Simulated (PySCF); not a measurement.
# C8H12O− (doublet): open-shell or spin-flip excitations

Programs: PySCF 2.14.0, with routines of our own; each step states its level. All values are computed. Atoms count from 0.

### Step 1. The system as given

21 atoms, charge -1, multiplicity 2; geometry from: GFN2-xTB.

### Step 2. Open-shell or spin-flip excitations: unrestricted TDA PBE0/def2-SVP in methanol

What the job is given:

```
{"job": {"kind": "uabs", "xc": "PBE0", "basis": "def2-SVP", "nstates": 10, "tda": true, "solvent": "methanol", "pol": false}, "charge": -1, "multiplicity": 2}
C      2.699540    -0.766561     0.117009
C      1.480436    -1.570264    -0.197664
C      0.181697    -1.180882    -0.056899
C     -0.392737     0.057959     0.304703
C      0.115362     1.351205     0.095628
C      1.054191     1.760245    -0.850660
O      1.462569     2.933803    -1.028898
C     -1.779581    -0.017143     0.911559
C     -2.866578     0.168832    -0.152912
H      2.419184     0.187418     0.552347
H      3.303060    -0.569836    -0.775431
H      3.339011    -1.306568     0.825958
H      1.673065    -2.595947    -0.501766
H     -0.544538    -1.990187    -0.169768
H     -0.367181     2.156404     0.647383
H      1.430605     0.963397    -1.527829
H     -1.894999     0.768450     1.666074
H     -1.933229    -0.980964     1.409500
H     -2.786688    -0.611340    -0.908273
H     -2.735269     1.130173    -0.644593
H     -3.866840     0.128747     0.284062
```

Level: unrestricted TDA PBE0/def2-SVP, vertical, IEF-PCM methanol (non-equilibrium linear response), core orbitals frozen in the response.

Started as:

```console
OMP_NUM_THREADS=1 python excited_run.py task.json out
```

One launch serves the whole session: the jobs run in the order shown.

**Question.** How long does this first job take on 1 thread of Intel Xeon at 2.50GHz, shared host, and how much memory does it need?

About 2.9 min, with a peak of 1 GiB.
